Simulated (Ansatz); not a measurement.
HfB in Ansatz: the effect of functional

Crystal: HfB.

```
CELL_PARAMETERS angstrom
0.00000 2.35531 2.35531
2.35531 0.00000 2.35531
2.35531 2.35531 0.00000
ATOMIC_POSITIONS crystal
Hf 0.50000 0.50000 0.50000
B 0.00000 0.00000 0.00000
```

The cell isn't the ideal one: volume scaled by 1.06.

Alike in all runs:

| Item | Value |
| --- | --- |
| Program | Ansatz 0.2.0 |
| Task | single point |
| Potentials or basis | Ansatz PAW |
| k mesh | 10 × 10 × 10 |
| Occupations | fermi-dirac, width 0.05 eV |
| Spin | no spin polarisation |

| functional | cutoff | pressure (GPa) |
| --- | --- | --- |
| LDA | 420 eV (not typed: the program's choice for these potentials) | 4.6 |
| PBE | 420 eV (not typed: the program's choice for these potentials) | 15.2 |
| PBEsol | 420 eV (not typed: the program's choice for these potentials) | ? |
| r2SCAN | 500 eV (not typed: the program's choice for these potentials) | 14.4 |

**Question.** What does the run with functional PBEsol give?

**Answer.** Pressure 9.5 GPa.

Caveats: the PAW data sets come from PBE, with cores solved anew for the run's functional, which leaves a small shift of forces and pressure (some runs).
